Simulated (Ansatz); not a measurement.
# ClFH₂HfO₂: small, medium and large basis sets

How large a basis does ClFH₂HfO₂ need? Two functionals are run in growing sets.

Program: Ansatz 0.2.0, Gaussian basis. Level of theory: one geometry, several basis sets. These are calculated values, not measurements.

The runs, in order: PBE0-D4/def2-SVP; ωB97M-V/def2-SVP; PBE0-D4/def2-QZVPP; ωB97M-V/def2-QZVPP; the functionals' def2-TZVPP values are taken from earlier runs.

### Step 1. Structure used throughout

The geometry comes from an earlier relaxation with PBE0-D4 in a triple-zeta def2 set; it is a stationary point, not always the lowest conformer. Hf takes the def2 core potential; no spin-orbit term is included.

SMILES `[OH][Hf]([OH])([F])[Cl]`, 7 atoms, charge 0, spin multiplicity 1.

Atoms are counted from 1 here; the program's logs count them from 0.

Bond lengths: O1–Hf2 1.903 Å, O1–H6 0.951 Å, Hf2–O3 1.903 Å, Hf2–F4 1.909 Å, Hf2–Cl5 2.365 Å, O3–H7 0.951 Å. Angles: Hf2–O1–H6 171.6°, O1–Hf2–O3 111.5°, O1–Hf2–F4 108.5°, O1–Hf2–Cl5 109.5°, O3–Hf2–F4 108.5°, O3–Hf2–Cl5 109.5°, F4–Hf2–Cl5 109.3°, Hf2–O3–H7 172.0°.

Geometry (Å):

```xyz
7

O     0.16826    1.10303    1.26286
Hf   -0.10625   -0.41162    0.14322
O     0.37803   -0.04194   -1.65996
F     0.98585   -1.84073    0.78166
Cl   -2.37886   -1.06130    0.23460
H     0.35565    1.92238    1.70816
H     0.65854    0.26218   -2.51644
```

### Step 2. PBE0-D4 in def2-SVP

Contents of in.yaml:

```yaml
crystal:
  periodic: [false, false, false]
  atoms:
    - {symbol: O, position_ang: [0.168258, 1.103026, 1.262863]}
    - {symbol: Hf, position_ang: [-0.106249, -0.411616, 0.143218]}
    - {symbol: O, position_ang: [0.378026, -0.041937, -1.659965]}
    - {symbol: F, position_ang: [0.985847, -1.840728, 0.781662]}
    - {symbol: Cl, position_ang: [-2.378864, -1.061303, 0.234602]}
    - {symbol: H, position_ang: [0.355646, 1.922380, 1.708159]}
    - {symbol: H, position_ang: [0.658537, 0.262178, -2.516437]}
basis:
  gaussian: {orbitals: def2-SVP}
hamiltonian: {xc: pbe0, dispersion: d4}
output: {orbitals: {seedname: orbitals}}
```

Started as:

```
> ansatz run in.yaml --threads 2 --pin off --events-out ev --progress --plain --max-ram 32768MiB --backend cpu
```

Further steps of the session: ωB97M-V in def2-SVP; PBE0-D4 in def2-QZVPP; ωB97M-V in def2-QZVPP.

Q: Predict the results of all the runs planned. Wanted: PBE0-D4: double and triple zeta above quadruple; ωB97M-V: double and triple zeta above quadruple.

As calculated:

| quantity | value |
| --- | --- |
| PBE0-D4: double and triple zeta above quadruple | 13.94, 0.77 eV |
| ωB97M-V: double and triple zeta above quadruple | 14.05, 0.72 eV |

What this shows: PBE0-D4 gains 13.17 eV from double to triple zeta, then 0.77 eV more. Total energies overstate the basis error of differences, where much of it tends to cancel. The LUMO of ωB97M-V is positive and keeps falling with the basis (1.02 to 0.35 eV): an unbound level that the basis holds in place.
